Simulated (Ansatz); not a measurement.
# C₂F₄O: a ladder of functionals and wavefunction methods

One table from this session's results is given with a row withheld; the runs are named, their logs left out.

Computed with Ansatz 0.2.0, Gaussian basis. Level: functionals in def2-TZVPP, the program's frozen cores in correlated methods.

Levels to be run: LDA (SPW92), PBE-D4, revPBE-D4, BLYP-D4, r2SCAN-D4, B97M-V, PBE0-D4, B3LYP-D4, r2SCANh-D4, r2SCAN0-D4, HSE06-D4, BHLYP-D4, CAM-B3LYP-D4, LC-ωPBE, ωB97X-V, ωB97M-V, B2PLYP, PBE-QIDH; CCSD(T)/def2-SVP; CCSD(T)/def2-TZVPP; MP2/def2-QZVPP; extrapolation to the limit; RPA on PBE.

## The relaxed structure

The geometry comes from an earlier relaxation with PBE0-D4 in a triple-zeta def2 set; it is a stationary point, not always the lowest conformer.

SMILES `O=C(F)C(F)(F)F`, 7 atoms, charge 0, spin multiplicity 1.

Atoms are counted from 1 here; the program's logs count them from 0.

Bond lengths: O1–C2 1.172 Å, C2–F3 1.326 Å, C2–C4 1.542 Å, C4–F5 1.330 Å, C4–F6 1.330 Å, C4–F7 1.318 Å. Angles: O1–C2–F3 124.0°, O1–C2–C4 126.4°, F3–C2–C4 109.5°, C2–C4–F5 109.8°, C2–C4–F6 109.8°, C2–C4–F7 110.2°, F5–C4–F6 108.7°, F5–C4–F7 109.1°, F6–C4–F7 109.1°.

Coordinates:

```xyz
7
charge 0, multiplicity 1
O     1.0645   -1.3946    0.6988
C     0.0909   -0.7978    0.4353
F    -1.1337   -1.2023    0.7431
C     0.0167    0.5519   -0.3065
F    -0.6982    0.4159   -1.4193
F    -0.5686    1.4604    0.4680
F     1.2284    0.9666   -0.6192
```

Set-up of the first run:

in.yaml

```yaml
crystal:
  periodic: [false, false, false]
  atoms:
    - {symbol: O, position_ang: [1.064515, -1.394638, 0.698830]}
    - {symbol: C, position_ang: [0.090889, -0.797802, 0.435274]}
    - {symbol: F, position_ang: [-1.133672, -1.202290, 0.743061]}
    - {symbol: C, position_ang: [0.016717, 0.551853, -0.306547]}
    - {symbol: F, position_ang: [-0.698235, 0.415949, -1.419327]}
    - {symbol: F, position_ang: [-0.568649, 1.460376, 0.467953]}
    - {symbol: F, position_ang: [1.228435, 0.966552, -0.619244]}
basis:
  gaussian: {orbitals: def2-TZVPP}
hamiltonian: {xc: lda}
output: {orbitals: {seedname: orbitals}}
```

Started as:

```sh
$ ansatz run in.yaml --threads 4 --pin off --events-out ev --progress --plain --max-ram 10444MiB
```

Steps of the session up to this table: LDA; PBE-D4 (GGA); revPBE-D4 (GGA); BLYP-D4 (GGA); r2SCAN-D4 (meta-GGA); B97M-V (meta-GGA); B3LYP-D4 (hybrid); r2SCANh-D4 (hybrid); r2SCAN0-D4 (hybrid); HSE06-D4 (hybrid); BHLYP-D4 (hybrid); CAM-B3LYP-D4 (range-separated); LC-ωPBE (range-separated); ωB97X-V (range-separated); ωB97M-V (range-separated); B2PLYP (double hybrid); PBE-QIDH (double hybrid).

One table of the session follows, with a row left open; its other results are not shown here.

It belongs to the step «Frontier levels by functional». 

| functional | HOMO (eV) | LUMO (eV) | gap (eV) |
| --- | --- | --- | --- |
| LDA (SPW92) | -8.54 | -3.28 | 5.26 |
| PBE-D4 | -8.27 | -2.91 | 5.36 |
| revPBE-D4 | -8.17 | -2.78 | 5.39 |
| BLYP-D4 | -8.22 | -2.83 | 5.39 |
| r2SCAN-D4 | -8.69 | -2.73 | 5.96 |
| B97M-V | -8.81 | -2.56 | 6.25 |
| PBE0-D4 | ? | ? | ? |
| B3LYP-D4 | -9.86 | -2.12 | 7.74 |
| r2SCANh-D4 | -9.37 | -2.32 | 7.05 |
| r2SCAN0-D4 | -10.39 | -1.69 | 8.70 |
| HSE06-D4 | -9.68 | -2.19 | 7.49 |
| BHLYP-D4 | -11.91 | -0.58 | 11.33 |
| CAM-B3LYP-D4 | -11.66 | -0.60 | 11.06 |
| LC-ωPBE | -12.93 | 0.75 | 13.69 |
| ωB97X-V | -12.59 | 0.70 | 13.29 |
| ωB97M-V | -12.53 | 0.64 | 13.16 |

Estimate the missing values for PBE0-D4.

The run gave: HOMO (eV): -10.10; LUMO (eV): -1.80; gap (eV): 8.30. In the column «HOMO (eV)» it lies between r2SCAN0-D4 (-10.39) and B3LYP-D4 (-9.86).
